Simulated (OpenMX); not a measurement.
HPbNO4:

```
H Pb N O
1.0
     3.85707    0.00178   -0.03658
     0.17353    4.33436   -0.01647
     0.75803    0.83873    5.87662
H Pb N O
1 1 1 4
Direct
  0.61511 0.89559 0.19844
  0.64597 0.44651 0.91685
  0.71474 0.23810 0.50058
  0.16958 0.47007 0.77768
  0.62919 0.97045 0.49845
  0.56424 0.92583 0.03849
  0.78022 0.42250 0.31951
```

The cell was built by a generator and needn't be a form met in nature.

Base run:

```yaml
Program: OpenMX 3.8.5
Functional: PBE
Potentials_or_basis: OpenMX 2013 PBE set, H6.0-s2p1, Pb8.0-s3p2d2f1, N6.0-s2p2d1, O6.0-s2p2d1, grid cutoff 500 Ry
k_mesh: 5 × 5 × 5
Occupations: fermi-dirac, width 0.05 eV
Spin: no spin polarisation
```

Its results: band gap on the k mesh 0.41 eV, indirect (least direct gap 0.70 eV); pressure 2.5 GPa; largest force 1.847 eV/Å.

Question: The run is repeated on the same cell with these changes: dispersion from none to D4. What comes out?

Answer: Band gap on the k mesh 0.41 eV, indirect (least direct gap 0.70 eV); pressure 1.1 GPa; largest force 1.853 eV/Å.

Dispersion adds attraction, which lowers the pressure at fixed volume and, as a term added to the energy, leaves the levels alone.

Caveats: spin-orbit coupling is left out, which as a rule narrows the gap of such compounds by several tenths of an eV; an odd mesh through Γ misses points on the zone boundary, where band edges often lie; the basis of atomic orbitals isn't converged, which shifts pressures, moduli and gaps; forces of over 1 eV/Å show positions far from the minimum, so gaps and moduli don't describe the material at rest.

Not every run made on this cell is shown here.
